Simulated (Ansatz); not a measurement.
# GeH5 (doublet): from Hartree-Fock to the top rungs at distance H1–H2 along a hydrogen transfer = 1.000 Å, cc-pVTZ

How much of the correlation energy of GeH5 (doublet) does each wave-function method recover here?

Program: Ansatz 0.2.0, Gaussian basis. Level of theory: cc-pVTZ, core rule «outside noble gas», up to 14 orbitals frozen. These are calculated values, not measurements.

Plan: UHF; CCSD(T) on ROHF; CCSD(T) on UHF; BCCD(T) on ROHF; CCSDT(Q) on ROHF; CCSDT(Q) on UHF; CASSCF and NEVPT2, 3 electrons in 3 orbitals; CASSCF and NEVPT2, 9 electrons in 9 orbitals.

## 1. The geometry

The geometry derives from fragments relaxed apart (PBE0/def2-TZVP) and kept rigid, so it is no stationary point. A hydrogen atom is moved between rigid fragments. No spin-orbit coupling is included. The filled d shell of Ge may be among the frozen orbitals whatever the setting's name suggests; the logs give the count.

6 atoms, charge 0, spin multiplicity 2.

Atoms are counted from 1 here; the program's logs count them from 0.

Bond lengths: H2–Ge3 1.869 Å, Ge3–H4 1.539 Å, Ge3–H5 1.539 Å, Ge3–H6 1.539 Å. Angles: H2–Ge3–H4 107.7°, H2–Ge3–H5 107.7°, H2–Ge3–H6 107.7°, H4–Ge3–H5 111.2°, H4–Ge3–H6 111.2°, H5–Ge3–H6 111.2°.

In the tables R marks a restricted open-shell determinant and U an unrestricted one; 'pair' is the active space of 3 electrons in 3 orbitals; 'valence' is the active space of 9 electrons in 9 orbitals; correlation energies count from the lowest restricted Hartree-Fock solution.

## 2. UHF

File in.yaml:

```yaml
crystal:
  periodic: [false, false, false]
  atoms:
    - {symbol: H, position_ang: [-2.825765, 0.000000, -0.000001]}
    - {symbol: H, position_ang: [-1.825765, 0.000000, -0.000001]}
    - {symbol: Ge, position_ang: [0.043235, 0.000000, 0.000000]}
    - {symbol: H, position_ang: [0.511903, -1.465915, 0.000000]}
    - {symbol: H, position_ang: [0.511903, 0.732957, -1.269519]}
    - {symbol: H, position_ang: [0.511903, 0.732957, 1.269520]}
basis:
  gaussian: {orbitals: cc-pVTZ}
magnetization: {spin_polarized: true, initial_magnetization: 1}
hamiltonian: {xc: hf}
output: {orbitals: {seedname: orbitals}}
```

On the command line:

```console
ansatz run in.yaml --threads 1 --pin off --events-out ev --progress --plain --max-ram 2816MiB --backend cpu
```

The runs that follow: CCSD(T) on ROHF; CCSD(T) on UHF; BCCD(T) on ROHF; CCSDT(Q) on ROHF; CCSDT(Q) on UHF; CASSCF and NEVPT2, 3 electrons in 3 orbitals; CASSCF and NEVPT2, 9 electrons in 9 orbitals.

**Question.** What will the summary of the whole plan be? Wanted: correlation energy, UCCSDT(Q); RMP2 from UCCSDT(Q); UMP2 from UCCSDT(Q); RCCSD from UCCSDT(Q); RCCSD(T) from UCCSDT(Q); UCCSD(T) from UCCSDT(Q); RCCSDT(Q) from UCCSDT(Q); NEVPT2 pair from UCCSDT(Q); NEVPT2 valence from UCCSDT(Q).

The runs gave:

```
                                      quantity                                                   value
                 correlation energy, UCCSDT(Q)                                              -5.3997 eV
                           RMP2 from UCCSDT(Q)                                             +1059.0 meV
                           UMP2 from UCCSDT(Q)                                             +1086.8 meV
                          RCCSD from UCCSDT(Q)                                              +153.7 meV
                       RCCSD(T) from UCCSDT(Q)                                               +29.1 meV
                       UCCSD(T) from UCCSDT(Q)                                               +27.7 meV
                      RCCSDT(Q) from UCCSDT(Q)                                                +3.0 meV
                    NEVPT2 pair from UCCSDT(Q)                                             +1000.0 meV
                 NEVPT2 valence from UCCSDT(Q)                                              +953.7 meV
levels of the table within 1 kcal/mol (43 meV)  RCCSD(T), UCCSD(T), BCCD(T), RCCSDT, UCCSDT, RCCSDT(Q)
                                 T1 diagnostic                                                   0.022
                effectively unpaired electrons                                                    1.03
```

What this shows: RCCSD(T) misses by +29.1 meV, 0.5 % of the correlation energy. One determinant dominates. Of the multireference levels listed NEVPT2 valence comes nearest in total energy (+953.7 meV), which doesn't show that its space is the better one. These misses are within one basis, not against nature; the frozen cores of restricted and unrestricted runs differ, which can shift their rows.
